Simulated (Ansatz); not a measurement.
Relaxation of a periodic cell of 25 atoms, CuSi8O16 (host SiO2, host structure P4_2/mnm, interstitial Cu), to a largest force component of 0.08 eV/Å in at most 25 steps.

These are results of Ansatz, DFT PBE-D3(BJ), scalar-relativistic, plane waves, PAW, not measurements. Settings: accuracy low, PAW set soft_1, cutoff 420 eV, k mesh 2x2x2, fermi-dirac smearing 0.02 eV, spin collinear.

```xyz
25
Lattice="-4.1929 -4.1929 0.0000 4.1929 -4.1929 0.0000 0.0000 0.0000 5.3408" Properties=species:S:1:pos:R:3:forces:R:3
Si 0.000 -4.193 0.000 -0.08 -3.60 -1.54
Si 2.096 -2.096 1.335 3.54 -0.24 1.43
O 1.280 -2.913 0.000 4.59 -2.76 -2.97
O 0.816 -0.816 1.335 4.78 6.69 4.13
O -1.280 -5.473 0.000 -0.34 -0.06 0.12
O 3.377 -3.377 1.335 0.07 -0.37 -0.13
Si 0.000 -4.193 2.670 0.39 -1.17 0.96
Si 2.096 -2.096 4.006 1.05 0.37 -0.89
O 1.280 -2.913 2.670 0.02 -0.14 0.43
O 0.816 -0.816 4.006 0.13 -0.03 -0.37
O -1.280 -5.473 2.670 -0.10 0.05 -0.08
O 3.377 -3.377 4.006 -0.04 -0.11 0.09
Si 0.000 0.000 0.000 0.25 3.99 -1.76
Si -2.096 -2.096 1.335 -4.49 0.18 1.78
O -2.913 -2.913 0.000 0.35 0.05 0.09
O 0.816 -5.009 1.335 -0.07 0.33 -0.07
O -1.280 -1.280 0.000 -8.19 5.10 -5.55
O -0.816 -3.377 1.335 -3.89 -7.58 4.23
Si 0.000 0.000 2.670 -0.34 1.20 1.06
Si -2.096 -2.096 4.006 -1.12 -0.34 -0.95
O -2.913 -2.913 2.670 0.17 -0.01 -0.07
O 0.816 -5.009 4.006 0.03 0.14 0.06
O -1.280 -1.280 2.670 -0.14 0.17 0.67
O -0.816 -3.377 4.006 -0.09 0.02 -0.39
Cu -0.062 -2.062 0.707 3.54 -1.88 -0.27
```

**Question.** Where does it end, and by what steps?

**Answer.** It converged. Limits of this set-up: coarse k mesh, a small cell, in which the defect meets its images, low accuracy level. After 13 steps the energy has fallen by 5.224 eV; O17 moved furthest, 0.45 Å. The start is strongly strained (largest force component 8 eV/Å).

```
step  energy less start (eV)  largest force component (eV/Å)  accepted
   0                  0.0000                           8.189       yes
   1                 -2.9722                           4.324       yes
   2                 -4.7964                           1.299       yes
   3                 -4.1724                           2.318        no
   4                 -5.0780                           0.355       yes
   5                 -5.1228                           0.355       yes
   6                 -5.1002                           0.853        no
   7                 -5.1589                           0.495       yes
   8                 -5.1984                           0.249       yes
   9                 -5.2109                           0.264       yes
  10                 -5.1917                           0.361        no
  11                 -5.2201                           0.176       yes
  12                 -5.2231                           0.088       yes
  13                 -5.2241                           0.036       yes
```

```xyz
25
Lattice="-4.1929 -4.1929 0.0000 4.1929 -4.1929 0.0000 0.0000 0.0000 5.3408" Properties=species:S:1:pos:R:3
Si -0.064 -4.335 0.003
Si 2.184 -2.148 1.369
O 1.382 -3.013 -0.017
O 0.974 -0.695 1.395
O -1.287 -5.551 -0.008
O 3.444 -3.364 1.344
Si -0.027 -4.249 2.707
Si 2.107 -2.140 3.989
O 1.277 -2.956 2.669
O 0.872 -0.800 4.005
O -1.273 -5.544 2.702
O 3.475 -3.263 3.950
Si 0.027 0.116 -0.061
Si -2.208 -2.047 1.396
O -2.907 -2.865 -0.023
O 0.799 -5.044 1.355
O -1.420 -0.936 -0.252
O -0.920 -3.691 1.400
Si 0.039 0.014 2.690
Si -2.082 -2.041 4.008
O -2.892 -2.882 2.715
O 0.733 -5.052 3.999
O -1.286 -1.192 2.744
O -0.831 -3.396 4.023
Cu -0.176 -2.074 0.672
```

Whether the end is a true minimum wasn't checked by a vibrational analysis.

Time of the run: 120 s on 2 threads of Arm Neoverse V2, with other jobs on the host, peak memory 0.64 GiB.
